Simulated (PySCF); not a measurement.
# C₅H₅FNO₂+: magnetic properties

Aim: compute the magnetic properties of C₅H₅FNO₂+ (`COc1cc(F)c[o+]n1`).

Programs: PySCF 2.14.0, with routines of our own; each step states its level. All values are computed. Atoms count from 0.

### Step 1. The starting structure

14 atoms, charge 1, multiplicity 1; geometry from: GFN2-xTB.

### Step 2. Magnetic properties: GIAO BHandHLYP/pcSseg-1

What the job is given:

```
{"job": {"kind": "mag", "xc": "BHandHLYP", "basis": "pcSseg-1", "isotopologues": 0}, "charge": 1, "multiplicity": 1}
C      1.892891    -1.462469    -1.048006
O      1.149754    -0.245165    -1.156954
C      0.235481     0.021578    -0.295714
C     -0.504602     1.243129    -0.414993
C     -1.471209     1.482246     0.530926
F     -2.207680     2.561568     0.522682
C     -1.668049     0.516124     1.547401
O     -0.953809    -0.551076     1.571193
N     -0.021930    -0.833767     0.701747
H      2.427402    -1.499953    -0.098490
H      1.227407    -2.323147    -1.119292
H      2.593389    -1.452098    -1.879845
H     -0.294355     1.930876    -1.222252
H     -2.405367     0.611680     2.339432
```

Method: GIAO BHandHLYP/pcSseg-1 magnetisability, rotational g tensor and spin-rotation constants, non-relativistic, gas phase.

Command:

```bash
> OMP_NUM_THREADS=1 python excited_run.py task.json out
```

The driver reads the jobs from task.json and runs them one after another.

What it wrote:

```text
coarse grid: 12856 points
cycle   1  E = -497.6628183556  dE =  2.556e+00  |g| = 8.390e-01  |ddm| = 3.547e+00
cycle   2  E = -497.6515997602  dE =  1.122e-02  |g| = 9.358e-01  |ddm| = 1.216e+00
cycle   3  E = -497.8068331557  dE = -1.552e-01  |g| = 1.354e-01  |ddm| = 6.740e-01
cycle   4  E = -497.8098252205  dE = -2.992e-03  |g| = 3.788e-02  |ddm| = 1.079e-01
cycle   5  E = -497.8101080425  dE = -2.828e-04  |g| = 1.544e-02  |ddm| = 4.292e-02
cycle   6  E = -497.8101551601  dE = -4.712e-05  |g| = 4.702e-03  |ddm| = 1.479e-02
cycle   7  E = -497.8101593112  dE = -4.151e-06  |g| = 1.779e-03  |ddm| = 4.619e-03
final grid: 127912 points
cycle   8  E = -497.8707773969  dE = -1.728e-05  |g| = 4.898e-03  |ddm| = 1.479e-02
cycle   9  E = -497.8707740955  dE =  3.301e-06  |g| = 6.468e-03  |ddm| = 7.323e-03
cycle  10  E = -497.8707819687  dE = -7.873e-06  |g| = 7.439e-04  |ddm| = 4.500e-03
cycle  11  E = -497.8707820863  dE = -1.175e-07  |g| = 2.579e-04  |ddm| = 6.624e-04
cycle  12  E = -497.8707820983  dE = -1.204e-08  |g| = 9.363e-05  |ddm| = 2.213e-04
cycle  13  E = -497.8707821002  dE = -1.907e-09  |g| = 2.365e-05  |ddm| = 7.502e-05
cycle  14  E = -497.8707821003  dE = -1.274e-10  |g| = 8.566e-06  |ddm| = 2.335e-05
converged SCF energy = -497.8707821003

Magnetisability tensor (1e-30 J/T^2)
    -1099.16     -183.50     -344.25
     -183.50     -975.14     -223.98
     -344.25     -223.98     -929.71
isotropic -1001.34   principal values   -1517.48   -844.46   -642.07
isotropic susceptibility -60.302 1e-6 cm^3/mol

Inertial axes            a          b          c
rot. const./GHz      3.9070     1.1348     0.8843
chi total           -47.864    -41.657    -91.385
chi diamagnetic    -374.666  -1087.588  -1364.301
chi paramagnetic    326.802   1045.931   1272.916
quadrupole/D A       18.780     -5.728    -13.052
g nuclear            0.5404     0.5447     0.5412
g electronic        -0.5998    -0.5576    -0.5288
g total             -0.0594    -0.0129     0.0124

Spin-rotation constants (kHz, H = +C I.J)
atom  isotope        aa         bb         cc
  5    19F        4.657      1.589      0.264
  8    14N        1.212      0.316      0.071
  9     1H       -0.373     -0.088     -0.016
 10     1H       -0.373     -0.089     -0.015
 11     1H       -0.066     -0.052     -0.104
 12     1H       -0.503      0.113     -0.112
 13     1H        0.150     -0.042     -0.106
  0    13C*       0.675      0.241      0.196
  1    17O*      -0.878     -0.237     -0.051
  2    13C*       2.091      0.485      0.169
  3    13C*       1.548      0.490      0.104
  4    13C*       1.816      0.504      0.181
  6    13C*       2.163      0.533      0.150
  7    17O*      -2.584     -0.680     -0.048
* in the singly substituted isotopologue
```

Run time: 69 s. Hardware: 1 thread of AMD EPYC, shared host; peak memory 0.8 GiB.

Key values:

```csv
quantity,value
magnetisability,-1001·10⁻³⁰ J/T²
molar susceptibility,-60.3·10⁻⁶ cm³/mol
"rotational g (a, b, c)","-0.0594, -0.0129, 0.0124"
```

The fields below are evaluated on a grid from the run's orbitals.

Frontier orbitals at BHandHLYP/pcSseg-1, with the share of their density that lies nearest to each atom:

```csv
orbital,energy (eV),lies on
HOMO,-14.64,"O1 34 %; N8 27 %; C2, C3, C6 about 6 % each"
LUMO,-7.85,"C3, C6 about 24 % each; O7 17 %; N8 15 %"
```

ELF in a plane through or near 12 of the atoms.

Values, 10 rows by 14 columns:
```
0.00 0.00 0.00 0.00 0.00 0.00 0.00 0.00 0.00 0.00 0.00 0.00 0.00 0.00
0.00 0.00 0.00 0.00 0.00 0.00 0.00 0.00 0.00 0.00 0.00 0.00 0.00 0.00
0.00 0.00 0.00 0.00 0.00 0.01 0.19 0.06 0.78 0.09 0.11 0.03 0.00 0.00
0.00 0.00 0.00 0.02 0.06 0.14 0.97 0.48 0.39 0.35 1.00 0.99 0.00 0.00
0.00 0.00 0.01 0.15 0.70 0.03 0.64 0.50 0.46 0.36 0.79 0.46 0.00 0.00
0.00 0.00 0.94 0.99 0.16 0.73 0.35 0.51 0.35 0.23 0.31 0.42 0.01 0.00
0.00 0.00 0.93 0.99 0.15 0.89 0.27 0.65 0.16 0.47 0.68 0.78 0.05 0.00
0.00 0.00 0.00 0.01 0.02 0.35 0.01 0.99 1.00 0.02 0.49 0.17 0.00 0.00
0.00 0.00 0.00 0.00 0.00 0.00 0.00 0.37 0.57 0.00 0.00 0.00 0.00 0.00
0.00 0.00 0.00 0.00 0.00 0.00 0.00 0.00 0.00 0.00 0.00 0.00 0.00 0.00
```
The map spans 12.1 Å across and 9.6 Å up, centred on the molecule. Atoms in the plane (x, y in Å): C0 (-2.6, 0.1), O1 (-1.5, -0.8), C2 (-0.3, -0.2), C3 (0.9, -1.1), C4 (2.1, -0.5), F5 (3.2, -1.2), C6 (2.1, 0.9), O7 (1.1, 1.6), N8 (-0.1, 1.1), H11 (-3.5, -0.6), H12 (0.7, -2.2), H13 (3.1, 1.5).

On the surface of density 0.002 e/bohr³ the electrostatic potential runs, from the 1st to the 99th percentile, from 3.13 V near N8 to 6.31 V near O7.

### Step 3. What came out

| quantity | value |
| --- | --- |
| magnetisability (step 2, GIAO BHandHLYP/pcSseg-1) | -1001·10⁻³⁰ J/T² |
| molar susceptibility (step 2, GIAO BHandHLYP/pcSseg-1) | -60.3·10⁻⁶ cm³/mol |
| rotational g (a, b, c) (step 2, GIAO BHandHLYP/pcSseg-1) | -0.0594, -0.0129, 0.0124 |

For an ion, the motion of the centre of mass in the field is left out. At BHandHLYP/pcSseg-1, counted by nearest atom on the grid, the HOMO lies on O1 34 %; N8 27 %, the LUMO on C3, C6 about 24 % each; O7 17 %. Vibrational averaging and real surroundings are missing from these values.
